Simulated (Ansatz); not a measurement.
# Ta2NbO2: a trial structure relaxed

The task: take a trial cell of Ta2NbO2 to zero force and stress.

Method: DFT PBE, scalar-relativistic, plane waves, PAW, in Ansatz 0.2.0.

### Step 1. Starting point

It takes space group I4/mmm (No. 139, tetragonal). Conventional cell: a = 3.677 Å, b = 3.677 Å, c = 9.921 Å, α = 90.00°, β = 90.00°, γ = 90.00°. Around Ta (site symmetry -4m2) lie 4 O at 2.24 Å. Nb (site symmetry 4/mmm) has 8 O at 2.86 Å and 8 Ta at 3.09 Å as nearest neighbours. Around O (site symmetry 4mm) lie 4 Ta at 2.24 Å and 4 Nb at 2.86 Å.

Structure file:

```
CELL_PARAMETERS angstrom
-1.83871 1.83871 4.96049
1.83871 -1.83871 4.96049
1.83871 1.83871 -4.96049
ATOMIC_POSITIONS crystal
Ta 0.75000 0.25000 0.50000
Ta 0.25000 0.75000 0.50000
Nb 0.00000 0.00000 0.00000
O 0.62085 0.62085 0.00000
O 0.37915 0.37915 0.00000
```

A structure generator made this guess: species swapped into a database cell of NdMn2Si2 (I4/mmm, No. 139), with Nb on the Nd sites, Ta on the Mn sites and O on the Si sites. The dimensions are guesses.

### Step 2. The guess as it stands, on a coarse mesh

input.yaml

```yaml
crystal:
  lattice:
    - [-1.83870522, 1.83870522, 4.96048627]
    - [1.83870522, -1.83870522, 4.96048627]
    - [1.83870522, 1.83870522, -4.96048627]
  atoms:
    - { symbol: Ta, position: [0.75, 0.25, 0.5] }
    - { symbol: Ta, position: [0.25, 0.75, 0.5] }
    - { symbol: Nb, position: [0.0, 0.0, 0.0] }
    - { symbol: O, position: [0.62085277, 0.62085277, 0.0] }
    - { symbol: O, position: [0.37914723, 0.37914723, 0.0] }
basis:
  ecutwfc: 420
kpoints:
  mp_grid: { grid: [6, 6, 6] }
hamiltonian:
  xc: pbe
scf:
  occupations: { method: gaussian, width: 0.1 }
  lower_state_search: "off"
output:
  forces: true
  stress: true
  eigenvalues: true
```

Run with:

```bash
> ansatz run input.yaml --threads 1 --pin off --max-ram 2560MiB --backend cpu --events-out ev --progress --plain --runs-dir out
```

Further runs follow: spin check on a coarse mesh; a loose first relaxation; final relaxation.

Before running it: what results should come out? Wanted: conventional cell; volume; energy over the elements; gap on the mesh.

The runs gave:

```
                                                              quantity                                                                      value
                                symmetry at the end (tolerance 0.05 Å)                                               space group I4/mmm (No. 139)
                                                     conventional cell  a = 4.253 Å, b = 4.253 Å, c = 8.370 Å, α = 90.00°, β = 90.00°, γ = 90.00°
                                                                volume                                                              15.14 Å³/atom
energy over the elements (uncorrected; H, N, O, F and Cl as molecules)                                                              -0.80 eV/atom
                                                       gap on the mesh                                                               none (metal)
```

**Reading.** The space group I4/mmm (No. 139) is kept, and the volume per atom grows by 12.8 % from the first guess. A negative formation energy is needed for stability but isn't enough; other structures and compounds were not set against it here. No finished test with a distortion of lower symmetry is shown, so the end may be a saddle point. Spin-orbit coupling is left out for Ta. A spin-polarised run here lost its starting moments, which speaks against magnetism, though one start doesn't rule it out. Other magnetic orders were not searched.
